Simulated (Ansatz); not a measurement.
# Al3Au under changes of volume

One of the cells (16.640 Å³/atom); the others are scaled copies at fixed shape and fractional positions:

```xyz
4
Lattice="-2.0253 2.0253 4.0566 2.0253 -2.0253 4.0566 2.0253 2.0253 -4.0566" Properties=species:S:1:pos:R:3 pbc="T T T"
Au    0.0000    0.0000    0.0000
Al    0.0000    0.0000    4.0566
Al    2.0253    0.0000    2.0283
Al    0.0000    2.0253    2.0283
```

The cell comes from a database or a generator and needn't be the stable form of this composition.

* Program: Ansatz 0.2.0
* Functional: r2SCAN
* Potentials or basis: Ansatz PAW
* Cutoff: 500 eV (not typed: the program's choice for these potentials)
* k mesh: 9 × 9 × 9
* Occupations: fermi-dirac, width 0.05 eV
* Spin: no spin polarisation

```csv
volume (Å³/atom),energy over the lowest point (meV/atom),pressure (GPa)
15.642,5.97,4.0
15.974,0.48,1.4
16.307,0.00,-0.8
16.640,3.95,-2.8
16.973,11.82,-4.6
17.306,23.15,-6.2
17.638,?,?
```

**Question.** What does the run at 17.638 Å³/atom give?

**Answer.** Energy over the lowest point 37.56 meV/atom; pressure -7.6 GPa.

Worked out: A Birch-Murnaghan fit of order 3 (a polynomial in V^(-2/3)) to the other rows has its minimum at 16.17 Å³/atom with B0 = V·E''(V) = 109 GPa and B' = 5.0 at fixed shape and positions, which overstates the stiffness. It gives 37.48 meV/atom at 17.638 Å³/atom, against the run's 37.56, and -dE/dV = -7.6 GPa, against -7.6.

Energies are extrapolated to zero smearing.

Caveats: the PAW data sets come from PBE, with cores solved anew for the run's functional, which leaves a small shift of forces and pressure.
